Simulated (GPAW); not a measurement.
# TaTe (Pm-3m) in GPAW: a series of runs, part 2 of 2

GPAW 26.7.0. The steps go on from the part before.

### Step 4. Relaxation of cell and atoms, LDA, target pressure 30 GPa, at which the enthalpy is minimised

run.py reads:

```python
from ase import Atoms
from ase.filters import FrechetCellFilter
from ase.io import write
from ase.optimize import BFGS
from ase.units import GPa
from gpaw import GPAW, PW

atoms = Atoms(['Ta', 'Te'],
              cell=[[3.42009, 0.0, 0.0],
                    [0.0, 3.42009, 0.0],
                    [0.0, 0.0, 3.42009]],
              scaled_positions=[[0.5, 0.5, 0.5],
                                [0.0, 0.0, 0.0]],
              pbc=True)

calc = GPAW(mode=PW(600),
            xc='LDA',
            kpts={'size': (8, 8, 8), 'gamma': True},
            occupations={'name': 'fermi-dirac', 'width': 0.05},
            nbands=20,
            convergence={'density': 1e-05, 'forces': 0.0001},
            maxiter=150,
            txt='gpaw.txt')
atoms.calc = calc
opt = BFGS(FrechetCellFilter(atoms, scalar_pressure=30 * GPa), trajectory='relax.traj', logfile='-')
done = opt.run(fmax=0.02, steps=60)
calc.write('gs.gpw')
write('result.traj', atoms)
print('Converged:', done)
print('Cell:', atoms.cell.cellpar().round(4))
print('Volume:', round(atoms.get_volume(), 4))
print(atoms.get_scaled_positions().round(5))
```

Potentials or basis: the program's PAW data sets (release 1.2.1) made for this functional, pw.

The run is started by

```bash
$ OMP_NUM_THREADS=1 python run.py
```

gpaw.txt:

```text
__  _  _
 | _ |_)|_||  |
 |__||  | ||/\| - 26.7.0

Input parameters:
  mode=PW(ecut=600.0),
  convergence={'density': 1e-05, 'forces': 0.0001},
  kpts=MonkhorstPack(size=(8, 8, 8), gamma=True),
  maxiter=150,
  nbands=20,
  occupations=Occupations(name='fermi-dirac', width=0.05),
  xc=XC(name='LDA')

Diagonalizing LCAO Hamiltonian
Converting LCAO to pw mode
   .-------.
  /|       |
 * |       |
 | |  Ta   |
 | .-------.
 |/       /
 Te------*

Atoms  # Å, Bohr magnetons
|   | symbol |        x |        y |        z |    initial magnetic moments |
|---|--------|----------|----------|----------|-----------------------------|
| 0 |     Ta | 1.710045 | 1.710045 | 1.710045 | ( 0.0000,  0.0000,  0.0000) |
| 1 |     Te | 0.000000 | 0.000000 | 0.000000 | ( 0.0000,  0.0000,  0.0000) |

Unit cell  # Å
| periodic |        x |        y |        z |  lengths |    angles |
|----------|----------|----------|----------|----------|-----------|
|      yes | 3.420090 | 0.000000 | 0.000000 | 3.420090 | 90.000000 |
|      yes | 0.000000 | 3.420090 | 0.000000 | 3.420090 | 90.000000 |
|      yes | 0.000000 | 0.000000 | 3.420090 | 3.420090 | 90.000000 |

Number of symmetries: 48
Symmetry operations  # r_c * U_cc + t_c -> r_c
|    | kind |            matrix            |
|----|------|------------------------------|
[... 1088 lines left out ...]

       Te

Atoms  # Å, Bohr magnetons
|   | symbol |        x |        y |        z |    initial magnetic moments |
|---|--------|----------|----------|----------|-----------------------------|
| 0 |     Ta | 1.602891 | 1.602891 | 1.602891 | ( 0.0000,  0.0000,  0.0000) |
| 1 |     Te | 0.000000 | 0.000000 | 0.000000 | ( 0.0000,  0.0000,  0.0000) |

Unit cell  # Å
| periodic |         x |         y |         z |  lengths |    angles |
|----------|-----------|-----------|-----------|----------|-----------|
|      yes |  3.205783 |  0.000000 | -0.000000 | 3.205783 | 90.000000 |
|      yes |  0.000000 |  3.205783 |  0.000000 | 3.205783 | 90.000000 |
|      yes | -0.000000 | -0.000000 |  3.205783 | 3.205783 | 90.000000 |

Number of symmetries: 48
Symmetry operations  # r_c * U_cc + t_c -> r_c
|    | kind |            matrix            |
|----|------|------------------------------|
|  0 |  E   |  1, 0, 0,  0, 1, 0,  0, 0, 1 |
|  1 |  σ   |  1, 0, 0,  0, 1, 0,  0, 0,-1 |
|  2 |  σ   |  1, 0, 0,  0, 0, 1,  0, 1, 0 |
|  3 |  C4  |  1, 0, 0,  0, 0, 1,  0,-1, 0 |
|  4 |  C4  |  1, 0, 0,  0, 0,-1,  0, 1, 0 |
|  5 |  σ   |  1, 0, 0,  0, 0,-1,  0,-1, 0 |
|  6 |  σ   |  1, 0, 0,  0,-1, 0,  0, 0, 1 |
|  7 |  C2  |  1, 0, 0,  0,-1, 0,  0, 0,-1 |
|  8 |  σ   |  0, 1, 0,  1, 0, 0,  0, 0, 1 |
[... 173 lines left out ...]
SCF iterations
|iter     | |      energy | eigst |  dens |force |
|---------|-|-------------|-------|-------|------|
|iter:   1| |  -14.278962 | -3.58 |       |      |
|iter:   2| |  -14.278950 | -6.36 | -3.03 |      |
|iter:   3| |  -14.278890c| -5.49 | -3.06 |      |
|iter:   4| |  -14.278891c| -6.87 | -3.79 |      |
|iter:   5| |  -14.278893c| -7.64c| -4.23 |      |
|iter:   6| |  -14.278892c| -8.04c| -4.73 |      |
|iter:   7| |  -14.278892c| -9.28c| -5.56c|      |
|iter:   8| |  -14.278892c|-10.12c| -5.96c|-24.30c|

Converged in 8 steps
Energy contributions relative to reference atoms: (reference = -608559.815725)

Energy contributions:
  Kinetic:          51.527636
  Coulomb:         -41.658919
  Zero:             -0.384103
  External:          0.000000
  Xc:              -23.754941
  Entropy:          -0.017130
  Spinorbit:         0.000000
  ----------------------------
  Free energy:     -14.287457
  Extrapolated:    -14.278892
[... 38 lines left out ...]
Forces  # eV/Ang
|        x |        y |        z |
|----------|----------|----------|
| -0.00000 | -0.00000 | -0.00000 |  # Ta   0
| -0.00000 | -0.00000 | -0.00000 |  # Te   1

# Writing to gs.gpw (mode='')
```

stdout:

```text
Step          Energy          fmax
BFGS:    0       -7.115054        4.861194
BFGS:    1       -7.888555        2.487252
BFGS:    2       -8.107182        0.587949
BFGS:    3       -8.118404        0.051794
BFGS:    4       -8.118480        0.000956
Converged: True
Cell: [ 3.2058  3.2058  3.2058 90.     90.     90.    ]
Volume: 32.946
[[0.5 0.5 0.5]
 [0.  0.  0. ]]
```

Run time: 1.8 min. Hardware: 1 thread of Intel Xeon at 2.50GHz (Skylake/Cascade Lake), shared host; peak memory 0.22 GiB.

What came out:

```yaml
Free_energy: -14.2875 eV
Relaxed_volume: 16.47 Å³/atom
Relaxed_cell: a = 3.206 Å, b = 3.206 Å, c = 3.206 Å, α = 90.00°, β = 90.00°, γ = 90.00°
Space_group_after_relaxing_to_0.05_Å: Pm-3m (No. 221)
Energy_change_on_relaxing_the_enthalpy_is_what_falls: +156.8 meV/atom
Ionic_steps: 5
Pressure_after_relaxing: 30.0 GPa
Band_gap_on_the_k_mesh: none (metal or under the smearing width)
```

The path:
```tsv
step	energy change (eV)	largest force (eV/Å)	pressure (GPa)	volume (Å³)
1	0.0000	0.0000	-8.94	40.00
2	-0.0348	0.0000	7.89	36.05
3	0.4415	0.0000	35.83	32.32
4	0.3032	0.0000	29.50	33.00
5	0.3135	0.0000	29.99	32.95
```

Final structure:
```yaml
crystal:
  lattice:
    - [3.20578, 0.00000, 0.00000]
    - [0.00000, 3.20578, 0.00000]
    - [0.00000, 0.00000, 3.20578]
  atoms:
    - { symbol: Ta, position: [0.50000, 0.50000, 0.50000] }
    - { symbol: Te, position: [0.00000, 0.00000, 0.00000] }
```

Caveat: later steps reuse the first step's grids; the volume moved by over 15 % at a fixed basis, so the end points are rough. The run has no spin-orbit coupling, so splittings on Ta, Te are missing.

### Step 5. Summary

| cell | target pressure | gap on the mesh (eV) | pressure (GPa) |
| --- | --- | --- | --- |
| relaxed to 10 GPa | 10 GPa | none | 9.9 |
| relaxed to 20 GPa | 20 GPa | none | 20.0 |
| relaxed to 30 GPa | 30 GPa | none | 30.0 |

Alike in all rows: task relaxation of cell and atoms; level LDA; potentials or basis the program's PAW data sets (release 1.2.1) made for this functional, pw; no spin polarisation; k mesh 8 × 8 × 8; cutoff (eV) 600; smearing fermi-dirac 0.05 eV.

Caveats: later steps reuse the first step's grids; the volume moved by over 15 % at a fixed basis, so the end points are rough (some runs).

Total energies depend on the potentials used, so only differences within one code and one set of settings carry meaning.
